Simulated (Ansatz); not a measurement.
# C: the cost of one run

Program: Ansatz 0.2.0. Level of theory: DFT LDA, scalar-relativistic, plane waves, PAW. These are calculated values, not measurements.

3 further runs of the same task are left out: 1 that didn't finish, 2 set aside as unsound or not needed.

## (1) The starting structure

Symmetry: R-3m, No. 166, trigonal system. The conventional cell has a = 2.445 Å, b = 2.445 Å, c = 9.987 Å, α = 90.00°, β = 90.00°, γ = 120.00°. Around C (site symmetry 3m) lie 3 C at 1.41 Å.

Structure file:

```xyz
2
Lattice="2.1173 -1.2224 -0.0117 2.1173 1.2224 -0.0117 -1.3918 0.0000 3.3368" Properties=species:S:1:pos:R:3 pbc="T T T"
C     3.5288    0.0000   -0.0189
C    -0.6860    0.0000    3.3324
```

It goes back to an entry of the Materials Project, which need not be the stable form.

It is the result of an earlier relaxation at this level (volume 8.62 Å³/atom; gap on the mesh: 0.65 eV).

## (2) The cell under 5 GPa

At a set pressure the run lowers the enthalpy E + PV, so the energy alone may rise along the way.

File input.yaml:

```yaml
crystal:
  lattice:
    - [2.1173004186, -1.222435909, -0.0116645459]
    - [2.1173004186, 1.222435909, -0.0116645459]
    - [-1.3917791385, 0.0, 3.3367535723]
  atoms:
    - { symbol: C, position: [0.8333827718, 0.8333827718, 0.0001493726] }
    - { symbol: C, position: [0.1666172282, 0.1666172282, 0.9998506274] }
basis:
  ecutwfc: 420
kpoints:
  mp_grid: { grid: [14, 14, 8] }
hamiltonian:
  xc: lda
scf:
  occupations: { method: fixed }
output:
  forces: true
  stress: true
  eigenvalues: true
  write_density: true
  write_potential: true
  elf: true
  volumetric_format: npy
relax:
  adjacent_minimum: "off"
  f_tol: 0.001
  max_steps: 60
  cell: { stress_tol: 0.02, p_target: 5.0 }
```

Command:

```sh
$ ansatz run input.yaml --threads 1 --pin off --max-ram 3072MiB --backend cpu --events-out ev --progress --plain --runs-dir out
```

**Question.** How long does this run take on 1 thread of AMD EPYC 9R45 (Zen 5), shared host, and how much memory does it need?

About 25 s, with a peak of 0.42 GiB.
